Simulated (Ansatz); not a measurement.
# AlBrH6Si2: a ladder of functionals and wavefunction methods

The task here is to estimate one member of a computed series from the others.

Computed with Ansatz 0.2.0, Gaussian basis. Level: functionals in def2-TZVPP, the program's frozen cores in correlated methods.

The runs, in order: LDA (SPW92), PBE-D4, revPBE-D4, BLYP-D4, r2SCAN-D4, B97M-V, PBE0-D4, B3LYP-D4, r2SCANh-D4, r2SCAN0-D4, HSE06-D4, BHLYP-D4, CAM-B3LYP-D4, LC-ωPBE, ωB97X-V, ωB97M-V, B2PLYP, PBE-QIDH; CCSD(T)/def2-SVP; CCSD(T)/def2-TZVPP; MP2/def2-QZVPP; extrapolation to the limit; RPA on PBE.

### Structure used throughout

The geometry comes from an earlier relaxation with PBE0-D4 in a triple-zeta def2 set; it is a stationary point, not always the lowest conformer.

10 atoms, charge 0, spin multiplicity 1.

Atoms are counted from 1 here; the program's logs count them from 0.

Bond lengths: Al1–Si2 2.413 Å, Al1–Br4 2.627 Å, Al1–H5 1.581 Å, Al1–H6 1.581 Å, Si2–Si3 2.338 Å, Si2–Br4 2.384 Å, Si2–H7 1.491 Å, Si3–H8 1.487 Å, Si3–H9 1.485 Å, Si3–H10 1.489 Å. Angles: Si2–Al1–Br4 56.3°, Si2–Al1–H5 117.6°, Si2–Al1–H6 116.6°, Br4–Al1–H5 106.8°, Br4–Al1–H6 106.6°, H5–Al1–H6 125.5°, Al1–Si2–Si3 127.0°, Al1–Si2–Br4 66.4°, Al1–Si2–H7 123.0°, Si3–Si2–Br4 103.2°, Si3–Si2–H7 110.0°, Br4–Si2–H7 102.4°, Si2–Si3–H8 111.2°, Si2–Si3–H9 108.8°, Si2–Si3–H10 108.8°, H8–Si3–H9 109.7°, H8–Si3–H10 109.1°, H9–Si3–H10 109.3° and more.

Set-up of the first run:

Contents of in.yaml:

```yaml
crystal:
  periodic: [false, false, false]
  atoms:
    - {symbol: Al, position_ang: [-1.704616, 1.500846, 0.400479]}
    - {symbol: Si, position_ang: [0.110403, 0.363573, -0.711589]}
    - {symbol: Si, position_ang: [1.656532, -1.099797, 0.254317]}
    - {symbol: Br, position_ang: [-1.918254, -0.887318, -0.672994]}
    - {symbol: H, position_ang: [-2.600900, 2.473019, -0.466234]}
    - {symbol: H, position_ang: [-1.811934, 1.302899, 1.965548]}
    - {symbol: H, position_ang: [0.377585, 0.496210, -2.172214]}
    - {symbol: H, position_ang: [1.776732, -2.352715, -0.536698]}
    - {symbol: H, position_ang: [1.214040, -1.420559, 1.635201]}
    - {symbol: H, position_ang: [2.983511, -0.427358, 0.307084]}
basis:
  gaussian: {orbitals: def2-TZVPP}
hamiltonian: {xc: lda}
output: {orbitals: {seedname: orbitals}}
```

Started as:

```
> ansatz run in.yaml --threads 4 --pin off --events-out ev --progress --plain --max-ram 10444MiB
```

Among the steps run: LDA; PBE-D4 (GGA); revPBE-D4 (GGA); BLYP-D4 (GGA); r2SCAN-D4 (meta-GGA); B97M-V (meta-GGA); PBE0-D4 (hybrid); B3LYP-D4 (hybrid); r2SCANh-D4 (hybrid); r2SCAN0-D4 (hybrid); HSE06-D4 (hybrid); BHLYP-D4 (hybrid); CAM-B3LYP-D4 (range-separated); LC-ωPBE (range-separated); ωB97X-V (range-separated); ωB97M-V (range-separated); B2PLYP (double hybrid); PBE-QIDH (double hybrid).

One of the session's tables, all rows but one given; the rest of the session is left out.

It belongs to the step «Orbital energies across the functionals». 

| functional | HOMO (eV) | LUMO (eV) | gap (eV) |
| --- | --- | --- | --- |
| LDA (SPW92) | -6.36 | -2.61 | 3.75 |
| PBE-D4 | -6.26 | -2.41 | 3.85 |
| revPBE-D4 | -6.22 | -2.33 | 3.89 |
| BLYP-D4 | -6.10 | -2.24 | 3.87 |
| r2SCAN-D4 | -6.49 | -2.22 | 4.27 |
| B97M-V | ? | ? | ? |
| PBE0-D4 | -7.26 | -1.60 | 5.67 |
| B3LYP-D4 | -7.07 | -1.76 | 5.31 |
| r2SCANh-D4 | -6.85 | -1.93 | 4.93 |
| r2SCAN0-D4 | -7.41 | -1.50 | 5.91 |
| HSE06-D4 | -6.88 | -1.97 | 4.91 |
| BHLYP-D4 | -8.16 | -0.66 | 7.50 |
| CAM-B3LYP-D4 | -8.46 | -0.53 | 7.93 |
| LC-ωPBE | -9.72 | 0.52 | 10.24 |
| ωB97X-V | -9.42 | 0.42 | 9.84 |
| ωB97M-V | -9.19 | 0.21 | 9.41 |

**Question.** Estimate the row for B97M-V.

As computed: HOMO (eV): -6.57; LUMO (eV): -2.29; gap (eV): 4.27. In the column «HOMO (eV)» it lies between r2SCANh-D4 (-6.85) and r2SCAN-D4 (-6.49).
